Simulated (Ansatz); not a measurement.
**GaB2As2: one candidate of a structure search**

Where does this trial cell of GaB2As2 go when cell and atoms are let free?

Computed with Ansatz 0.2.0 (DFT PBE, scalar-relativistic, plane waves, PAW, unless a step's input says otherwise).

### 1 Starting point

The structure is tetragonal, space group I4/mmm (No. 139). The conventional cell has a = 4.036 Å, b = 4.036 Å, c = 9.871 Å, α = 90.00°, β = 90.00°, γ = 90.00°. Around Ga (site symmetry 4/mmm) lie 8 B at 3.11 Å and 8 As at 3.19 Å. B (site symmetry 4mm) has 4 As at 2.37 Å and 1 B at 2.47 Å and 4 Ga at 3.11 Å in its first shell of neighbours. As (site symmetry -4m2) has 4 B at 2.37 Å and 4 As at 2.85 Å and 4 Ga at 3.19 Å in its first shell of neighbours.

Structure file:

```
CELL_PARAMETERS angstrom
-2.01804 2.01804 4.93548
2.01804 -2.01804 4.93548
2.01804 2.01804 -4.93548
ATOMIC_POSITIONS crystal
Ga 0.00000 0.00000 0.00000
B 0.37500 0.37500 0.00000
B 0.62500 0.62500 0.00000
As 0.75000 0.25000 0.50000
As 0.25000 0.75000 0.50000
```

The cell is invented: species swapped into a database cell of YSi2Ir2 (I4/mmm, No. 139), with Ga on the Y sites, B on the Si sites and As on the Ir sites. The dimensions are guesses.

### 2 The guess as it stands, on a coarse mesh

input.yaml reads:

```yaml
crystal:
  lattice:
    - [-2.01804002, 2.01804002, 4.93547776]
    - [2.01804002, -2.01804002, 4.93547776]
    - [2.01804002, 2.01804002, -4.93547776]
  atoms:
    - { symbol: Ga, position: [0.0, 0.0, 0.0] }
    - { symbol: B, position: [0.375, 0.375, 0.0] }
    - { symbol: B, position: [0.625, 0.625, 0.0] }
    - { symbol: As, position: [0.75, 0.25, 0.5] }
    - { symbol: As, position: [0.25, 0.75, 0.5] }
basis:
  ecutwfc: 420
kpoints:
  mp_grid: { grid: [6, 6, 6] }
hamiltonian:
  xc: pbe
scf:
  occupations: { method: gaussian, width: 0.1 }
  lower_state_search: "off"
output:
  forces: true
  stress: true
  eigenvalues: true
```

Started as:

```bash
$ ansatz run input.yaml --threads 1 --pin off --max-ram 2560MiB --backend cpu --events-out ev --progress --plain --runs-dir out
```

The session goes on with these runs: coarse relaxation; full relaxation.

What does the calculation give? Wanted: conventional cell; volume; energy over the elements; gap on the mesh.

The runs gave:

| quantity | value |
| --- | --- |
| symmetry at the end (tolerance 0.05 Å) | space group I4/mmm (No. 139) |
| conventional cell | a = 4.261 Å, b = 4.261 Å, c = 7.679 Å, α = 90.00°, β = 90.00°, γ = 90.00° |
| volume | 13.94 Å³/atom |
| energy over the elements | +0.65 eV/atom |
| gap on the mesh | none (metal) |

In words: The space group I4/mmm (No. 139) is kept, and the volume per atom shrinks by 13.3 % from the first guess. The formation energy is positive, so the separate elements lie lower. No finished test with a distortion of lower symmetry is shown, so the end may be a saddle point.
